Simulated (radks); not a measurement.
# Nuclear size and the levels of Mg⁺

An exercise on one series of results from a longer session: the logs are not shown, and one member is left open.

The numbers are computed with radks (a radial shooting solver on a logarithmic mesh, Libxc functionals) version 1 (Dirac Kohn-Sham, PBE, spin-unpolarised, spherical densities, finite nucleus), except any that are marked as measured or tabulated.

**What is computed**

| Property | Result |
| --- | --- |
| element | magnesium (Z = 12) |
| charge | +1 |
| electrons | 11 |
| configuration | [Ne] 3s1 |
| nuclear rms radius | 3.057 fm |

Outer shells as boxes (Hund's rule):

Mg⁺
```
[Ne] core
3s [↑ ]
```

Set-up of the first run:

Input:

```text
Z 12
configuration [Ne] 3s1 3p0 4s0
relativity Dirac
functional pbe,pbe
spin unpolarised
j_filling energy
nucleus finite rms 3.057 fm
c 137.035999084
```

Steps of the session up to this table: rms radius 3.057 fm.

One table of the session follows, with a row left open; its other results are not shown here.

It belongs to the step «rms radius 3.057 fm». Sizes of the orbitals, from the radial functions (bohr):

```
level     <r>  outermost maximum (interpolated)  90 % within  nodes
1s1/2  0.1306                            0.0851        0.234      0
2s1/2  0.6965                             0.547         1.11      1
2p1/2  0.6861                             0.477         1.17      0
2p3/2  0.6884                             0.479         1.18      0
3s1/2       ?                                 ?            ?      ?
3p1/2   3.500                              2.91         5.36      1
3p3/2   3.505                              2.92         5.37      1
```

Q: Estimate the row for 3s1/2 from the others.

As computed: <r>: 2.794; outermost maximum (interpolated): 2.36; 90 % within: 4.23; nodes: 2. In the column «<r>» it lies between 2s1/2 (0.6965) and 3p1/2 (3.500).
